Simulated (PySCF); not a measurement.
# C₃H₉Bi: NMR shieldings

Wanted: NMR shieldings for C₃H₉Bi (`[CH3][Bi]([CH3])[CH3]`).

Programs: PySCF 2.14.0, with routines of our own; each step states its level. All values are computed. Atoms count from 0.

## 1. The system as given

13 atoms, charge 0, multiplicity 1; geometry from: GFN2-xTB.

## 2. NMR shieldings: KT2/pcJ-1 Bi:dyall-v2z, spin–orbit

The job: settings as JSON, then the geometry in Å.

```
{"job": {"xc": "KT2", "basis": {"default": "pcJ-1", "Bi": "dyall-v2z"}, "rel": "so", "kind": "hnmr"}, "charge": 0, "multiplicity": 1}
Bi     0.011590     0.007420     1.313090
C      1.882080    -0.001830     0.030580
H      2.528280     0.822020     0.303050
H      1.599180     0.098870    -1.006710
H      2.418080    -0.932760     0.161740
C     -0.939830     1.630190     0.046910
H     -0.800850     1.386140    -0.996130
H     -0.476770     2.586200     0.253500
H     -1.999210     1.694290     0.258920
C     -0.941070    -1.627290     0.062560
H     -2.014010    -1.617480     0.199320
H     -0.553850    -2.595630     0.351510
H     -0.713620    -1.450130    -0.978350
```

With the program's defaults for keys left out, this is: KT2/pcJ-1 Bi:dyall-v2z GIAO NMR shielding, X2C with spin-orbit coupling, screened-nuclear two-electron part, Gaussian nuclei, gas phase.

Command:

```console
> OMP_NUM_THREADS=1 python heavy_run.py task.json out
```

One launch serves the whole session: the jobs run in the order shown.

Log:

```text
spin-free SCF
coarse grid: 46544 points
cycle   1  E = -21700.2782778595  dE = -9.067e-01  |g| = 3.456e+01  |ddm| = 2.999e+00
cycle   2  E = -21699.9077900293  dE =  3.705e-01  |g| = 2.257e+00  |ddm| = 2.008e+00
cycle   3  E = -21698.5540844131  dE =  1.354e+00  |g| = 2.919e+00  |ddm| = 3.805e+00
cycle   4  E = -21700.4257871438  dE = -1.872e+00  |g| = 4.357e-01  |ddm| = 2.892e+00
cycle   5  E = -21700.4277421496  dE = -1.955e-03  |g| = 1.821e-01  |ddm| = 2.970e-01
cycle   6  E = -21700.4325048070  dE = -4.763e-03  |g| = 4.048e-02  |ddm| = 2.114e-01
cycle   7  E = -21700.4329785004  dE = -4.737e-04  |g| = 7.044e-03  |ddm| = 5.767e-02
cycle   8  E = -21700.4329891272  dE = -1.063e-05  |g| = 2.088e-03  |ddm| = 1.269e-02
cycle   9  E = -21700.4329896859  dE = -5.587e-07  |g| = 3.409e-04  |ddm| = 2.514e-03
final grid: 97168 points
cycle  10  E = -21700.3467183508  dE = -3.222e-02  |g| = 9.024e+00  |ddm| = 3.442e-03
cycle  11  E = -21700.3467478121  dE = -2.946e-05  |g| = 3.089e-01  |ddm| = 1.470e-03
cycle  12  E = -21700.3467474820  dE =  3.302e-07  |g| = 1.510e-03  |ddm| = 2.491e-03
cycle  13  E = -21700.3467458576  dE =  1.624e-06  |g| = 3.042e-03  |ddm| = 4.821e-03
cycle  14  E = -21700.3467479621  dE = -2.105e-06  |g| = 1.901e-04  |ddm| = 3.209e-03
cycle  15  E = -21700.3467479705  dE = -8.353e-09  |g| = 3.534e-05  |ddm| = 2.048e-04
converged SCF energy = -21700.3467479705
two-component SCF
cycle   1  E = -21685.4969684454  dE = -2.169e+04  |FDS-SDF| = 6.651e+02
cycle   2  E = -21727.4477305559  dE = -4.195e+01  |FDS-SDF| = 1.239e+00
cycle   3  E = -21727.4474763905  dE =  2.542e-04  |FDS-SDF| = 2.502e-01
cycle   4  E = -21727.4458063800  dE =  1.670e-03  |FDS-SDF| = 2.305e-01
cycle   5  E = -21727.4485631262  dE = -2.757e-03  |FDS-SDF| = 4.120e-02
cycle   6  E = -21727.4489329729  dE = -3.698e-04  |FDS-SDF| = 1.206e-02
cycle   7  E = -21727.4489662295  dE = -3.326e-05  |FDS-SDF| = 1.610e-03
cycle   8  E = -21727.4489665617  dE = -3.322e-07  |FDS-SDF| = 1.911e-04
cycle   9  E = -21727.4489665712  dE = -9.473e-09  |FDS-SDF| = 4.650e-05
converged, E = -21727.4489665712

Field gradients (au) and densities at the nuclei (bohr^-3)
atom        Vxx        Vyy        Vzz        centre      nuclear mean
  0 Bi     2.9039     2.9184    -5.8223    3035705.212    2762416.702
  1 C     -0.0352    -0.0468     0.0820        131.174        131.171
  2 H     -0.1587    -0.1631     0.3217          0.504          0.504
  3 H     -0.1599    -0.1654     0.3253          0.505          0.505
  4 H     -0.1584    -0.1628     0.3213          0.504          0.504
  5 C     -0.0348    -0.0464     0.0812        131.173        131.171
  6 H     -0.1595    -0.1651     0.3246          0.505          0.505
  7 H     -0.1584    -0.1629     0.3213          0.504          0.504
  8 H     -0.1584    -0.1627     0.3211          0.504          0.504
  9 C     -0.0349    -0.0463     0.0813        131.173        131.171
 10 H     -0.1589    -0.1633     0.3222          0.504          0.504
 11 H     -0.1584    -0.1629     0.3213          0.504          0.504
 12 H     -0.1596    -0.1652     0.3248          0.505          0.505
without picture change
  0 Bi                          -7.4076                   8059824.071

Core orbital energies (eV)
atom   shell        mean    spread
  0 Bi 1s       -90409.648   0.000
  0 Bi 2s       -16248.874   0.000
  0 Bi 3s        -3925.631   0.000
  0 Bi 4s         -902.583   0.000
  0 Bi 5s         -156.787   0.000
  0 Bi 6s          -15.285   0.000
  0 Bi 2p1/2    -15601.960   0.000
  0 Bi 2p3/2    -13292.396   0.006
  0 Bi 3p1/2     -3635.648   0.000
  0 Bi 3p3/2     -3117.163   0.014
  0 Bi 4p1/2      -776.570   0.000
  0 Bi 4p3/2      -648.788   0.029
  0 Bi 5p1/2      -113.274   0.000
  0 Bi 5p3/2       -88.797   0.071
  0 Bi 3d3/2     -2647.554   0.012
  0 Bi 3d5/2     -2537.538   0.016
  0 Bi 4d3/2      -445.173   0.029
  0 Bi 4d5/2      -421.081   0.039
  0 Bi 5d3/2       -28.251   0.089
  0 Bi 5d5/2       -25.212   0.142
  0 Bi 4f5/2      -156.258   0.039
  0 Bi 4f7/2      -150.819   0.044

Shielding tensors (ppm)
atom      isotropic    diamagn.    paramagn.     s11        s22        s33       span
  0 Bi    10562.01     8964.47     1597.54   10227.54   10232.13   11226.37     998.83
  1 C       195.96      253.97      -58.01     171.77     193.68     222.44      50.67
  2 H        30.63       30.63       -0.01      23.92      26.60      41.37      17.45
  3 H        29.67       31.34       -1.67      22.35      26.80      39.85      17.50
  4 H        30.56       30.69       -0.13      23.85      26.59      41.23      17.38
  5 C       196.33      254.03      -57.70     171.86     192.98     224.14      52.29
  6 H        29.60       31.35       -1.74      22.30      26.70      39.81      17.51
  7 H        30.59       30.66       -0.07      23.97      26.53      41.27      17.31
  8 H        30.64       30.69       -0.05      23.98      26.56      41.39      17.41
  9 C       196.88      254.02      -57.14     171.99     193.03     225.62      53.63
 10 H        30.63       30.74       -0.11      23.86      26.69      41.34      17.48
 11 H        30.67       30.65        0.02      23.94      26.65      41.41      17.47
 12 H        29.58       31.34       -1.76      22.16      26.77      39.82      17.66
```

Run time: 2.4 min. Hardware: 1 thread of Arm Neoverse V1, shared host; peak memory 1.7 GiB.

In short:

| quantity | value |
| --- | --- |
| energy from spin-orbit coupling | -27.1022 Eh |

The fields below are evaluated on a grid from the run's orbitals.

Frontier orbitals at KT2/dyall-v2z+pcJ-1, with the share of their density that lies nearest to each atom:

| orbital | energy (eV) | lies on |
| --- | --- | --- |
| HOMO | -5.64 | Bi0 51 %; C1, C5, C9 about 10 % each |
| LUMO | -0.89 | Bi0 46 %; C1 12 %; H2, H10 about 6 % each |

ELF in a plane through or near 9 of the atoms.

Ten even steps from ' ' (0.00) to '@' (1.00):
```
                                                        
                                                        
                        ....                            
                    ::**%%**::..  ....                  
                  ::##@@@@@@**--**@@@@##..              
                  ::**@@@@@@##**@@@@@@@@++              
                    ..++##++**--@@@@@@@@--              
            ::..      ..++******++==--..                
        ==%%@@%%==..  ..--++****--..                    
      ..%%@@@@@@@@++==--::::::::....  ..::--..          
      ..##@@@@@@##--++##--::::--**++++%%@@@@@@++        
        ..::++**--::::**--::--**##::::@@@@@@@@%%        
          ..++##@@%%**==....::++++++--%%@@@@%%++        
          ::%%@@@@@@%%::    ..==%%@@@@**----..          
          ..**@@@@%%**      ..##@@@@@@%%::              
              ..::..        ..++@@@@@@**..              
                                ..::..                  
                                                        
                                                        
                                                        
```
The map spans 10.4 Å across and 10.4 Å up, centred on the molecule. Atoms in the plane (x, y in Å): C1 (-1.8, -0.7), H2 (-2.1, -1.7), H4 (-2.6, 0.0), C5 (1.5, -1.2), H7 (1.4, -2.2), H8 (2.5, -0.9), C9 (0.3, 1.9), H10 (1.3, 2.2), H11 (-0.4, 2.6).

log10 of the density (e/Å³) in the same plane.

Ten even steps from '0' (-4.0) to '9' (1.4):
```
0000000000000000000000000000
0000000000011111100000000000
0000000001223333222100000000
0000000012344444333210000000
0000000023456665555422000000
0000000123467777776532100000
0000011223457799776532100000
0001223334456777655432100000
0002344554456666654332110000
0013456766666666555444321000
0013457778766666666665432000
0013446678766566787776542100
0012345677765556798766442100
0002345676654455777654432000
0001234455433345676543321000
0000112333222234455432110000
0000000111100112333221000000
0000000000000001111100000000
0000000000000000000000000000
0000000000000000000000000000
```
The map spans 10.4 Å across and 10.4 Å up, centred on the molecule. Atoms in the plane (x, y in Å): C1 (-1.8, -0.7), H2 (-2.1, -1.7), H4 (-2.6, 0.0), C5 (1.5, -1.2), H7 (1.4, -2.2), H8 (2.5, -0.9), C9 (0.3, 1.9), H10 (1.3, 2.2), H11 (-0.4, 2.6).

On the surface of density 0.002 e/bohr³ the electrostatic potential runs, from the 1st to the 99th percentile, from -0.31 to 0.78 V.

## 3. NMR shieldings: B3LYP/pcJ-1 Bi:dyall-v2z, spin–orbit

Settings changed since step 2:

```diff
@@ -1,2 +1,2 @@
-{"job": {"xc": "KT2", "basis": {"default": "pcJ-1", "Bi": "dyall-v2z"}, "rel": "so", "kind": "hnmr"}, "charge": 0, "multiplicity": 1}
+{"job": {"xc": "B3LYP", "basis": {"default": "pcJ-1", "Bi": "dyall-v2z"}, "rel": "so", "kind": "hnmr"}, "charge": 0, "multiplicity": 1}
 Bi     0.011590     0.007420     1.313090
```

Method: B3LYP/pcJ-1 Bi:dyall-v2z GIAO NMR shielding, X2C with spin-orbit coupling, screened-nuclear two-electron part, Gaussian nuclei, gas phase.

Log:

```text
spin-free SCF
coarse grid: 46544 points
cycle   1  E = -21655.4994453535  dE = -1.159e+00  |g| = 8.889e-01  |ddm| = 2.896e+00
cycle   2  E = -21655.3474920099  dE =  1.520e-01  |g| = 1.002e+00  |ddm| = 1.398e+00
cycle   3  E = -21655.5830000350  dE = -2.355e-01  |g| = 2.742e-01  |ddm| = 1.130e+00
cycle   4  E = -21655.5974054547  dE = -1.441e-02  |g| = 6.780e-02  |ddm| = 2.814e-01
cycle   5  E = -21655.5980096989  dE = -6.042e-04  |g| = 1.149e-02  |ddm| = 4.930e-02
cycle   6  E = -21655.5980147333  dE = -5.034e-06  |g| = 3.247e-03  |ddm| = 6.471e-03
cycle   7  E = -21655.5980159013  dE = -1.168e-06  |g| = 3.970e-04  |ddm| = 3.045e-03
final grid: 97168 points
cycle   8  E = -21655.5887864409  dE = -6.692e-04  |g| = 7.456e-03  |ddm| = 1.709e-03
cycle   9  E = -21655.5887864205  dE =  2.036e-08  |g| = 7.572e-04  |ddm| = 9.613e-04
cycle  10  E = -21655.5887863736  dE =  4.692e-08  |g| = 1.017e-03  |ddm| = 1.116e-03
cycle  11  E = -21655.5887864691  dE = -9.549e-08  |g| = 9.154e-05  |ddm| = 6.330e-04
cycle  12  E = -21655.5887864705  dE = -1.422e-09  |g| = 1.576e-05  |ddm| = 8.581e-05
converged SCF energy = -21655.5887864705
two-component SCF
cycle   1  E = -21640.7683265284  dE = -2.164e+04  |FDS-SDF| = 6.641e+02
cycle   2  E = -21682.6419989658  dE = -4.187e+01  |FDS-SDF| = 1.879e+00
cycle   3  E = -21682.6471985578  dE = -5.200e-03  |FDS-SDF| = 1.936e-01
cycle   4  E = -21682.6472272221  dE = -2.866e-05  |FDS-SDF| = 1.613e-01
cycle   5  E = -21682.6477727275  dE = -5.455e-04  |FDS-SDF| = 1.816e-02
cycle   6  E = -21682.6477929407  dE = -2.021e-05  |FDS-SDF| = 4.806e-03
cycle   7  E = -21682.6477981619  dE = -5.221e-06  |FDS-SDF| = 1.149e-03
cycle   8  E = -21682.6477986751  dE = -5.132e-07  |FDS-SDF| = 4.462e-04
cycle   9  E = -21682.6477987342  dE = -5.914e-08  |FDS-SDF| = 6.134e-05
cycle  10  E = -21682.6477987357  dE = -1.557e-09  |FDS-SDF| = 1.658e-05
converged, E = -21682.6477987357

Field gradients (au) and densities at the nuclei (bohr^-3)
atom        Vxx        Vyy        Vzz        centre      nuclear mean
  0 Bi     3.2637     3.2789    -6.5426    2979370.992    2706242.830
  1 C     -0.0294    -0.0437     0.0732        125.919        125.916
  2 H     -0.1585    -0.1629     0.3213          0.493          0.493
  3 H     -0.1595    -0.1648     0.3243          0.493          0.493
  4 H     -0.1582    -0.1626     0.3208          0.492          0.492
  5 C     -0.0291    -0.0432     0.0723        125.918        125.916
  6 H     -0.1592    -0.1645     0.3237          0.493          0.493
  7 H     -0.1582    -0.1627     0.3209          0.492          0.492
  8 H     -0.1582    -0.1625     0.3207          0.492          0.492
  9 C     -0.0293    -0.0431     0.0724        125.918        125.915
 10 H     -0.1587    -0.1631     0.3218          0.493          0.493
 11 H     -0.1582    -0.1627     0.3209          0.492          0.492
 12 H     -0.1592    -0.1647     0.3239          0.493          0.493
without picture change
  0 Bi                          -8.3520                   7918887.194

Core orbital energies (eV)
atom   shell        mean    spread
  0 Bi 1s       -90407.928   0.000
  0 Bi 2s       -16270.856   0.000
  0 Bi 3s        -3941.992   0.000
  0 Bi 4s         -911.784   0.000
  0 Bi 5s         -161.111   0.000
  0 Bi 6s          -16.665   0.000
  0 Bi 2p1/2    -15631.296   0.000
  0 Bi 2p3/2    -13320.055   0.006
  0 Bi 3p1/2     -3652.842   0.000
  0 Bi 3p3/2     -3133.146   0.015
  0 Bi 4p1/2      -785.694   0.000
  0 Bi 4p3/2      -657.072   0.031
  0 Bi 5p1/2      -116.908   0.000
  0 Bi 5p3/2       -92.049   0.075
  0 Bi 3d3/2     -2659.600   0.014
  0 Bi 3d5/2     -2549.421   0.018
  0 Bi 4d3/2      -451.700   0.033
  0 Bi 4d5/2      -427.410   0.043
  0 Bi 5d3/2       -29.875   0.097
  0 Bi 5d5/2       -26.787   0.156
  0 Bi 4f5/2      -159.233   0.045
  0 Bi 4f7/2      -153.753   0.050

Shielding tensors (ppm)
atom      isotropic    diamagn.    paramagn.     s11        s22        s33       span
  0 Bi    10442.88     8955.75     1487.14   10065.73   10070.43   11192.49    1126.75
  1 C       186.21      249.61      -63.40     158.44     181.44     218.76      60.32
  2 H        30.94       30.68        0.26      24.52      26.96      41.34      16.82
  3 H        30.07       31.41       -1.34      23.11      27.25      39.85      16.74
  4 H        30.89       30.74        0.15      24.47      26.98      41.23      16.77
  5 C       186.56      249.68      -63.12     158.54     180.75     220.40      61.86
  6 H        30.02       31.42       -1.40      23.07      27.16      39.82      16.75
  7 H        30.91       30.71        0.20      24.56      26.91      41.26      16.70
  8 H        30.96       30.75        0.22      24.58      26.93      41.37      16.79
  9 C       187.14      249.68      -62.53     158.69     180.82     221.92      63.23
 10 H        30.96       30.80        0.16      24.47      27.07      41.34      16.87
 11 H        30.98       30.70        0.27      24.54      27.00      41.38      16.85
 12 H        30.00       31.42       -1.42      22.95      27.23      39.83      16.88
```

Wall time 8.6 min (1 thread of Arm Neoverse V1, shared host); peak memory 2.1 GiB.

Key values:

| quantity | value |
| --- | --- |
| energy from spin-orbit coupling | -27.0590 Eh |

## 4. NMR shieldings: BHandHLYP/pcJ-1 Bi:dyall-v2z, spin–orbit

Settings changed since step 3:

```diff
@@ -1,2 +1,2 @@
-{"job": {"xc": "B3LYP", "basis": {"default": "pcJ-1", "Bi": "dyall-v2z"}, "rel": "so", "kind": "hnmr"}, "charge": 0, "multiplicity": 1}
+{"job": {"xc": "BHandHLYP", "basis": {"default": "pcJ-1", "Bi": "dyall-v2z"}, "rel": "so", "kind": "hnmr"}, "charge": 0, "multiplicity": 1}
 Bi     0.011590     0.007420     1.313090
```

With the program's defaults for keys left out, this is: BHandHLYP/pcJ-1 Bi:dyall-v2z GIAO NMR shielding, X2C with spin-orbit coupling, screened-nuclear two-electron part, Gaussian nuclei, gas phase.

Log:

```text
spin-free SCF
coarse grid: 46544 points
cycle   1  E = -21654.6545135285  dE = -1.162e+00  |g| = 5.802e-01  |ddm| = 2.821e+00
cycle   2  E = -21654.6573552934  dE = -2.842e-03  |g| = 4.105e-01  |ddm| = 6.315e-01
cycle   3  E = -21654.6883765233  dE = -3.102e-02  |g| = 1.451e-01  |ddm| = 3.851e-01
cycle   4  E = -21654.6913687721  dE = -2.992e-03  |g| = 2.749e-02  |ddm| = 1.097e-01
cycle   5  E = -21654.6914535385  dE = -8.477e-05  |g| = 4.714e-03  |ddm| = 1.748e-02
cycle   6  E = -21654.6914561953  dE = -2.657e-06  |g| = 1.544e-03  |ddm| = 4.071e-03
final grid: 97168 points
cycle   7  E = -21654.6853912084  dE = -2.998e-04  |g| = 3.515e-03  |ddm| = 2.755e-03
cycle   8  E = -21654.6853912138  dE = -5.377e-09  |g| = 1.039e-03  |ddm| = 1.325e-03
cycle   9  E = -21654.6853912705  dE = -5.667e-08  |g| = 7.126e-04  |ddm| = 1.238e-03
cycle  10  E = -21654.6853913536  dE = -8.312e-08  |g| = 9.598e-05  |ddm| = 5.494e-04
cycle  11  E = -21654.6853913548  dE = -1.201e-09  |g| = 9.787e-06  |ddm| = 5.648e-05
converged SCF energy = -21654.6853913548
two-component SCF
cycle   1  E = -21639.8740217524  dE = -2.164e+04  |FDS-SDF| = 6.637e+02
cycle   2  E = -21681.6741173735  dE = -4.180e+01  |FDS-SDF| = 3.990e+00
cycle   3  E = -21681.6977753969  dE = -2.366e-02  |FDS-SDF| = 1.599e-01
cycle   4  E = -21681.6986530509  dE = -8.777e-04  |FDS-SDF| = 1.029e-01
cycle   5  E = -21681.6989307358  dE = -2.777e-04  |FDS-SDF| = 1.767e-02
cycle   6  E = -21681.6990261684  dE = -9.543e-05  |FDS-SDF| = 5.349e-03
cycle   7  E = -21681.6990543093  dE = -2.814e-05  |FDS-SDF| = 1.892e-03
cycle   8  E = -21681.6990571402  dE = -2.831e-06  |FDS-SDF| = 5.006e-04
cycle   9  E = -21681.6990572969  dE = -1.566e-07  |FDS-SDF| = 1.710e-04
cycle  10  E = -21681.6990573219  dE = -2.501e-08  |FDS-SDF| = 8.455e-05
converged, E = -21681.6990573219

Field gradients (au) and densities at the nuclei (bohr^-3)
atom        Vxx        Vyy        Vzz        centre      nuclear mean
  0 Bi     3.8315     3.8478    -7.6793    2975061.909    2702031.547
  1 C     -0.0349    -0.0495     0.0845        125.704        125.702
  2 H     -0.1589    -0.1632     0.3221          0.486          0.486
  3 H     -0.1599    -0.1653     0.3252          0.487          0.487
  4 H     -0.1587    -0.1629     0.3216          0.485          0.485
  5 C     -0.0346    -0.0491     0.0837        125.704        125.701
  6 H     -0.1596    -0.1650     0.3246          0.487          0.487
  7 H     -0.1587    -0.1630     0.3217          0.486          0.486
  8 H     -0.1586    -0.1629     0.3215          0.486          0.486
  9 C     -0.0348    -0.0490     0.0838        125.703        125.701
 10 H     -0.1592    -0.1634     0.3226          0.486          0.486
 11 H     -0.1586    -0.1631     0.3217          0.486          0.486
 12 H     -0.1596    -0.1651     0.3247          0.487          0.487
without picture change
  0 Bi                          -9.8360                   7907865.665

Core orbital energies (eV)
atom   shell        mean    spread
  0 Bi 1s       -90638.403   0.000
  0 Bi 2s       -16360.673   0.000
  0 Bi 3s        -3985.964   0.000
  0 Bi 4s         -934.308   0.000
  0 Bi 5s         -168.863   0.000
  0 Bi 6s          -18.664   0.000
  0 Bi 2p1/2    -15711.267   0.000
  0 Bi 2p3/2    -13393.011   0.006
  0 Bi 3p1/2     -3692.305   0.000
  0 Bi 3p3/2     -3169.076   0.016
  0 Bi 4p1/2      -805.854   0.000
  0 Bi 4p3/2      -675.850   0.034
  0 Bi 5p1/2      -123.194   0.000
  0 Bi 5p3/2       -98.058   0.079
  0 Bi 3d3/2     -2689.321   0.016
  0 Bi 3d5/2     -2578.461   0.022
  0 Bi 4d3/2      -466.459   0.038
  0 Bi 4d5/2      -441.769   0.050
  0 Bi 5d3/2       -32.876   0.111
  0 Bi 5d5/2       -29.692   0.182
  0 Bi 4f5/2      -166.909   0.053
  0 Bi 4f7/2      -161.319   0.059

Shielding tensors (ppm)
atom      isotropic    diamagn.    paramagn.     s11        s22        s33       span
  0 Bi    10994.18     8955.95     2038.23   10545.46   10550.18   11886.89    1341.43
  1 C       191.38      249.96      -58.57     158.80     183.06     232.29      73.49
  2 H        31.21       30.73        0.48      24.60      27.15      41.88      17.28
  3 H        30.25       31.46       -1.22      22.89      27.50      40.35      17.46
  4 H        31.18       30.79        0.39      24.71      27.06      41.77      17.07
  5 C       191.71      250.03      -58.32     158.92     182.41     233.80      74.87
  6 H        30.20       31.48       -1.28      22.85      27.42      40.32      17.47
  7 H        31.19       30.76        0.43      24.72      27.04      41.80      17.08
  8 H        31.24       30.79        0.45      24.75      27.05      41.91      17.16
  9 C       192.29      250.02      -57.74     159.07     182.52     235.27      76.21
 10 H        31.24       30.85        0.40      24.71      27.15      41.88      17.16
 11 H        31.24       30.75        0.49      24.61      27.19      41.92      17.31
 12 H        30.18       31.48       -1.29      22.74      27.48      40.32      17.59
```

Wall time 9.6 min (1 thread of Arm Neoverse V1, shared host); peak memory 2.2 GiB.

Key values:

| quantity | value |
| --- | --- |
| energy from spin-orbit coupling | -27.0137 Eh |

## 5. Shieldings side by side

| run | Bi0 | C5 | C1 | C9 | H4 | H10 | H12 | time |
| --- | --- | --- | --- | --- | --- | --- | --- | --- |
| step 2, KT2/pcJ-1 Bi:dyall-v2z, spin–orbit | 10562.0 | 196.3 | 196.0 | 196.9 | 30.6 | 30.6 | 29.6 | 2.4 min |
| step 3, B3LYP/pcJ-1 Bi:dyall-v2z, spin–orbit | 10442.9 | 186.6 | 186.2 | 187.1 | 30.9 | 31.0 | 30.0 | 8.6 min |
| step 4, BHandHLYP/pcJ-1 Bi:dyall-v2z, spin–orbit | 10994.2 | 191.7 | 191.4 | 192.3 | 31.2 | 31.2 | 30.2 | 9.6 min |

## 6. What came out

| quantity | value |
| --- | --- |
| energy from spin-orbit coupling (step 2, KT2/pcJ-1 Bi:dyall-v2z, spin–orbit) | -27.1022 Eh |
| shieldings (step 2, KT2/pcJ-1 Bi:dyall-v2z, spin–orbit) | Bi0 10562.0, C1 196.0, C5 196.3, C9 196.9 ppm |
| surface potential, 1st and 99th percentile | -0.31 V and 0.78 V |
| energy from spin-orbit coupling (step 3, B3LYP/pcJ-1 Bi:dyall-v2z, spin–orbit) | -27.0590 Eh |
| shieldings (step 3, B3LYP/pcJ-1 Bi:dyall-v2z, spin–orbit) | Bi0 10442.9, C1 186.2, C5 186.6, C9 187.1 ppm |
| energy from spin-orbit coupling (step 4, BHandHLYP/pcJ-1 Bi:dyall-v2z, spin–orbit) | -27.0137 Eh |
| shieldings (step 4, BHandHLYP/pcJ-1 Bi:dyall-v2z, spin–orbit) | Bi0 10994.2, C1 191.4, C5 191.7, C9 192.3 ppm |

**Reading.** In step 2, Bi0 has the widest tensor, 999 ppm. Bi0 moves most between the runs, by 551 ppm; the labels say what changes from run to run. The geometry comes from tight binding, which is rough for metal atoms, and these values hang on it.
